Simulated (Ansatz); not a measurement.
Write a Python script for the Python package of Ansatz (0.2.0) that makes a formation energy from the elements of Li2H2Pd and its elements. Level of theory (first run): mr2scan, PAW, cutoff 550 eV, Gaussian smearing of 0.02 eV.

`formation_li2h2pd.py`:
```python
"""Formation energy of Li2H2Pd from the elements, after relaxing cells and atoms."""

from collections import Counter
from dataclasses import dataclass
import warnings

import ansatz
import numpy as np


@dataclass
class Options:
    xc: str = "mr2scan"
    cutoff_ev: int = 550
    kspacing: float = 0.39
    filling: str = "gaussian"
    sigma: float = 0.02


opts = Options()

PHASES = {
    "Li2H2Pd": (
        [(-1.5394, 1.5394, 5.1188), (1.5394, -1.5394, 5.1188), (1.5394, 1.5394, -5.1188)],
        [
            ("Li", (0.6452, 0.6452, 0.0)),
            ("Li", (0.3548, 0.3548, 0.0)),
            ("H", (0.8367, 0.8367, 0.0)),
            ("H", (0.1633, 0.1633, 0.0)),
            ("Pd", (0.0, 0.0, 0.0)),
        ],
    ),
    "Li": (
        [(-1.7547, 1.7547, 1.7547), (1.7547, -1.7547, 1.7547), (1.7547, 1.7547, -1.7547)],
        [
            ("Li", (0.0, 0.0, 0.0)),
        ],
    ),
    "H2": (
        [(9.0, 0.0, 0.0), (0.0, 9.5, 0.0), (0.0, 0.0, 10.0)],
        [
            ("H", (0.5, 0.5, 0.4625)),
            ("H", (0.5, 0.5, 0.5375)),
        ],
    ),
    "Pd": (
        [(0.0, 1.9465, 1.9465), (1.9465, 0.0, 1.9465), (1.9465, 1.9465, 0.0)],
        [
            ("Pd", (0.0, 0.0, 0.0)),
        ],
    ),
}


def build(vectors, sites):
    crystal = ansatz.Crystal(lattice=ansatz.Lattice.of(vectors))
    for symbol, position in sites:
        crystal = crystal.atom(symbol, position)
    return crystal

GASES = {"H2"}


def run_phase(name, crystal):
    calc = (
        crystal.calculation()
        .functional(opts.xc)
        .basis(opts.cutoff_ev)
        .kpoints(spacing=opts.kspacing)
        .occupations(opts.filling, width=opts.sigma)
        .stress()
    )
    if name in GASES:
        return calc.kpoints(1, 1, 1).relax(force_tolerance=0.02).run()
    calc = calc.relax(force_tolerance=0.02, cell=True)
    return calc.run()


def counts(outcome):
    return Counter(site.symbol for site in outcome.lattice.sites)

def formation_energy(outcome, mu):
    n = counts(outcome)
    return (outcome.report["energy_sigma0_ev"] - sum(k * mu[element] for element, k in n.items())) / sum(n.values())


def volume_per_atom(outcome):
    return abs(np.linalg.det(outcome.lattice.cell_ang)) / len(outcome.lattice.sites)

warnings.simplefilter("ignore", ansatz.DeckWarning)

phases = {name: build(*cell) for name, cell in PHASES.items()}

done = {}
for name, crystal in phases.items():
    done[name] = run_phase(name, crystal)
    print(f"{name}: {done[name].report['energy_sigma0_ev']:.4f} eV, {len(done[name].lattice.sites)} atoms")

# energy of one atom in its reference phase
references = {"Li": "Li", "H": "H2", "Pd": "Pd"}
mu = {element: done[name].report["energy_sigma0_ev"] / len(done[name].lattice.sites) for element, name in references.items()}

target = done["Li2H2Pd"]
heat = formation_energy(target, mu)
rows = [(name, len(o.lattice.sites), volume_per_atom(o), formation_energy(o, mu)) for name, o in done.items()]
print("     phase       atoms  V (A^3/atom)  E_form (eV/atom)")
for row in rows:
    print(f"{str(row[0]):>10}  {row[1]:10d}  {row[2]:12.3f}  {row[3]:16.4f}")
# no correction for the overbinding of the gas molecule is applied
```

`python formation_li2h2pd.py` gives:
```text
Li2H2Pd: -7430.2150 eV, 5 atoms
Li: -205.1339 eV, 1 atoms
H2: -31.8918 eV, 2 atoms
Pd: -6985.7224 eV, 1 atoms
     phase       atoms  V (A^3/atom)  E_form (eV/atom)
   Li2H2Pd           5         9.809           -0.4666
        Li           1        21.019            0.0000
        H2           2       427.500            0.0000
        Pd           1        14.971            0.0000
```

What to keep in mind:
- These settings explore the input space; cutoff and mesh may be short of convergence.
- The program warned that this SCF threshold is loose for forces or stresses.
- The cells come from databases of deposited and of computed structures, and not all need be stable phases.
- The compound is the structure given, not necessarily its lowest; energies are at zero temperature, with no correction for gases. A semilocal functional's error on such energies is often 0.05 to 0.1 eV an atom, and 0.1 to 0.3 eV against gases such as O2 or F2.
- The script silences the warnings on its input, which a real study should read.
- Run time: 2.2 min on 1 thread of Arm Neoverse N1, with other jobs on the host, peak memory 0.74 GiB.

(Lines on the test bed's own set-up are left out of the output.)
